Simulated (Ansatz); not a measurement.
I need a check of forces and pressure against finite differences of Cu (distorted cell). Use the Python package of Ansatz (0.2.0). Level of theory (first run): LDA, PAW, cutoff 540 eV, 7×7×2 k-points, Fermi-Dirac smearing of 0.1 eV.

```yaml
crystal:
  lattice:
    - [2.53076, 0.00000, 0.00000]
    - [-1.26538, 2.19171, 0.00000]
    - [0.00000, 0.00000, 8.26182]
  atoms:
    - { symbol: Cu, position: [0.99523, 0.00022, 0.99836] }
    - { symbol: Cu, position: [0.32777, 0.66229, 0.25017] }
    - { symbol: Cu, position: [0.00561, 0.00102, 0.49917] }
    - { symbol: Cu, position: [0.66019, 0.32084, 0.75008] }
```

`cu.py`
```python
'''Forces and pressure of Cu against finite differences of the energy with displaced atoms.'''

from dataclasses import dataclass
import warnings

import ansatz
import numpy as np


@dataclass
class Settings:
    functional: str = 'lda'
    width_ev: float = 0.1
    cutoff: int = 540
    kgrid: tuple[int, ...] = (7, 7, 2)
    tolerance: float = 1e-09


settings = Settings()

VECTORS = np.array([
    [2.53076, 0.0, 0.0],
    [-1.26538, 2.19171, 0.0],
    [0.0, 0.0, 8.26182],
])
SITES = [
    ('Cu', [0.99523, 0.00022, 0.99836]),
    ('Cu', [0.32777, 0.66229, 0.25017]),
    ('Cu', [0.00561, 0.00102, 0.49917]),
    ('Cu', [0.66019, 0.32084, 0.75008]),
]


def crystal_on(cell):
    crystal = ansatz.Crystal(lattice=ansatz.Lattice.of(cell))
    for symbol, position in SITES:
        crystal = crystal.atom(symbol, position)
    return crystal

warnings.simplefilter('ignore', ansatz.DeckWarning)

def solve(crystal):
    return (
        crystal.calculation()
        .functional(settings.functional)
        .occupations(ansatz.OccupationsMethod.FERMI_DIRAC, width=settings.width_ev)
        .basis(settings.cutoff, xc_grid=2)
        .kpoints(*settings.kgrid)
        .scf(tolerance=settings.tolerance)
        .forces()
        .stress()
        .run(threads=1)
    ).report


centre = solve(crystal_on(VECTORS))
start = crystal_on(VECTORS)
# central difference: F = -(E(+h) - E(-h)) / 2h
print(f'force on atom 3 along z: analytic {centre["forces_ev_ang"][3][2]:.4f} eV/A')
for h in (0.005, 0.02):
    shift = np.eye(3)[2] * h @ np.linalg.inv(VECTORS)
    plus, minus = (solve(start.move(3, to=np.array(SITES[3][1]) + sign * shift))['lagrangian_ev'] for sign in (1, -1))
    print(f'  step {h} A: numerical {-(plus - minus) / (2 * h):.4f} eV/A')
# P = -dF/dV; the difference feels the change of the plane-wave count with the cell
volume = abs(np.linalg.det(VECTORS))
larger, smaller = (solve(crystal_on(VECTORS * (1 + sign * 0.005) ** (1 / 3)))['lagrangian_ev'] for sign in (1, -1))
numerical = -(larger - smaller) / (0.01 * volume) * 160.21766
print(f'pressure: analytic {np.trace(centre["stress_gpa"]) / 3:.3f}, numerical {numerical:.3f} GPa')
```

```console
$ python cu.py
force on atom 3 along z: analytic -0.0725 eV/A
  step 0.005 A: numerical -0.0725 eV/A
  step 0.02 A: numerical -0.0726 eV/A
pressure: analytic -8.761, numerical -8.758 GPa
```

Caveats:
- These settings explore the input space; cutoff and mesh may be short of convergence.
- Spin is left out of this run.
- For a metal this k-point mesh is coarse: on a finer one energies can move by several to tens of meV an atom and pressures by half a GPa or more, differences at one mesh by less.
- The program warned that this SCF threshold is loose for forces or stresses.
- Pressure is positive in compression.
- The cell is a database structure, distorted on purpose.
- The central difference errs as the square of the step, so the shorter step is the fairer test; what remains comes from the finite grid and the SCF threshold.
- The script silences the warnings on its input, which a real study should read.
- Timing: 110 s on 1 thread of Arm Neoverse V1 (shared host), peak memory 0.41 GiB.
